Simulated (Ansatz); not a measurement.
**W2 (nonet): from Hartree-Fock to the top rungs, def2-TZVPP**

An exercise on one series of results from a longer session: the logs are not shown, and one member is left open.

Program: Ansatz 0.2.0, Gaussian basis. Level of theory: def2-TZVPP, core rule «outside noble gas», up to 8 orbitals frozen. These are calculated values, not measurements.

To be run: UHF; ROHF; CCSD(T) on UHF.

## The geometry

The geometry is a PBE0/def2-TZVP stationary point (not a proven minimum) of the parent state, kept for this charge and spin. No spin-orbit coupling is included. Elements past krypton take def2 core potentials.

2 atoms, charge 0, spin multiplicity 9.

Atoms are counted from 1 here; the program's logs count them from 0.

Bond lengths: W1–W2 2.279 Å.

The first run:

File in.yaml:

```yaml
crystal:
  periodic: [false, false, false]
  atoms:
    - {symbol: W, position_ang: [0.000000, 0.000000, 0.000000]}
    - {symbol: W, position_ang: [0.000000, 0.000000, 2.278600]}
basis:
  gaussian: {orbitals: def2-TZVPP}
magnetization: {spin_polarized: true, initial_magnetization: 8}
hamiltonian: {xc: hf}
output: {orbitals: {seedname: orbitals}}
```

Launch:

```
ansatz run in.yaml --threads 1 --pin off --events-out ev --progress --plain --max-ram 4096MiB --backend cpu
```

Steps of the session up to this table: UHF; ROHF; CCSD(T) on UHF.

One of the session's tables, all rows but one given; the rest of the session is left out.

It belongs to the step «Misses and costs». 

```
  method  from UCCSD(T) (meV)
    ROHF                    ?
     UHF              +8668.5
    UMP2               +553.3
   UCCSD               +675.1
UCCSD(T)                    0
```

**Question.** Estimate the row for ROHF.

**Answer.** from UCCSD(T) (meV): +9013.1. In the column «from UCCSD(T) (meV)» it is the highest.

Limits of these values: Warnings: spin contamination; coupled cluster took another determinant than the lowest.
